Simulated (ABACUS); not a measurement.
HPbNO4 in ABACUS: the effect of strain along c

The system is HPbNO4.

```
CELL_PARAMETERS angstrom
4.12042 0.00000 0.00000
0.00241 6.37027 0.00000
0.00549 2.91673 7.32474
ATOMIC_POSITIONS crystal
Pb 0.39455 0.30863 0.70725
Pb 0.89489 0.69135 0.29266
O 0.90829 0.32866 0.54369
O 0.53792 0.39076 0.19497
O 0.53483 0.11279 0.10602
O 0.83718 0.08887 0.32672
O 0.40817 0.67132 0.45624
O 0.03774 0.60924 0.80520
O 0.03429 0.88737 0.89397
O 0.33716 0.91101 0.67330
N 0.63409 0.19990 0.20730
N 0.13386 0.80012 0.79275
H 0.90366 0.21821 0.48851
H 0.40337 0.78177 0.51142
```

The cell was built by a generator and needn't be a form met in nature.

The cell isn't the ideal one: cell strained by -0.06 along c.

Alike in all runs:

| Property | Result |
| --- | --- |
| Program | ABACUS 3.10.1 |
| Task | single point |
| Functional | PBE |
| Potentials or basis | PseudoDojo NC SR 0.4.1 PBE standard |
| Cutoff | 1361 eV |
| Density cutoff | 5442 eV |
| Basis | DZP LCAO (the cutoffs set its grid) |
| k mesh | 5 × 4 × 3 |
| Occupations | fermi-dirac, width 0.05 eV |
| Spin | no spin polarisation |
| Radial cutoff of the potentials (pseudo_rcut) | 7 bohr |
| SCF threshold on the density | 1e-07 |
| Max SCF steps | 100 |
| Eigensolver | genelpa |
| Mixing | broyden |
| Mixing share | 0.7 |

| strain along c | gap on the mesh (eV) | pressure (GPa) | largest force (eV/Å) |
| --- | --- | --- | --- |
| -0.06 | 3.32 | 11.5 | 5.64 |
| -0.03 | 3.30 | 7.3 | 3.43 |
| 0 | 3.24 | 3.7 | 1.59 |
| 0.03 | 3.16 | 0.6 | 1.17 |
| 0.06 | ? | ? | ? |

Q: What does the run with strain along c 0.06 give?

A: gap on the mesh 3.08 eV; pressure -2.1 GPa; largest force 1.23 eV/Å.

Worked out: A parabola through the other rows of the gap on the mesh, of slope -4.3 eV per unit of strain along c there, extrapolates to 3.04 eV, against the run's 3.08. The fit is too stiff a form for this range. A parabola through the other rows of the pressure, of slope -75.2 GPa per unit of strain along c there, extrapolates to -1.9 GPa, against the run's -2.1. A parabola through the other rows of the largest force, of slope 23.7 eV/Å per unit of strain along c there, extrapolates to 1.38 eV/Å, against the run's 1.23.

Caveats: the atomic orbitals were generated for these runs and aren't a published set; spin-orbit coupling is left out, which as a rule narrows the gap of such compounds by several tenths of an eV; an odd mesh through Γ misses points on the zone boundary, where band edges often lie; the basis of atomic orbitals isn't converged, which shifts pressures, moduli and gaps; forces of over 1 eV/Å show positions far from the minimum, so gaps and moduli don't describe the material at rest.
